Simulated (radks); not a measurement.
# Fractional charge and spin in the 4p shell of palladium

One table from this session's results is given with a row withheld; the runs are named, their logs left out.

Method: scalar-relativistic Kohn-Sham, SCAN, spin-polarised, spherical densities, finite nucleus. Code: radks (a radial shooting solver on a logarithmic mesh, Libxc functionals) version 1.

## The system

```
element            : palladium (Z = 46)
configuration      : [Ar] 3d10 4s2 4d(up 4, down 4) 4p(up 3, down 3)
nuclear rms radius : 4.5318 fm
```

A shell typed twice in an input gives spin up, then spin down.

The first run:

Input:

```text
Z 46
configuration [Ar] 3d10 4s2 4d4 4d4 4p3 4p3
relativity scalar-relativistic
functional scan,scan
spin polarised
nucleus finite rms 4.5318 fm
c 137.035999084
```

Steps of the session up to this table: 4p: up 3, down 3.

One of the session's tables, all rows but one given; the rest of the session is left out.

It belongs to the step «4p: up 3, down 3». Sizes of the orbitals, from the radial functions (bohr):

```
level     <r>  outermost maximum (interpolated)  90 % within  nodes
   2s  0.1382                             0.117        0.214      1
   2p  0.1206                            0.0934        0.196      0
   3s  0.3783                             0.341        0.557      2
   3p  0.3781                             0.335        0.569      1
   3d  0.3576                             0.283        0.566      0
   4s       ?                                 ?            ?      ?
   4p   1.035                             0.910         1.53      2
   4d   1.367                              1.07         2.15      1
```

**Question.** Estimate the row for 4s.

As computed: <r>: 0.9454; outermost maximum (interpolated): 0.853; 90 % within: 1.37; nodes: 3. In the column «<r>» it lies between 3s (0.3783) and 4p (1.035).
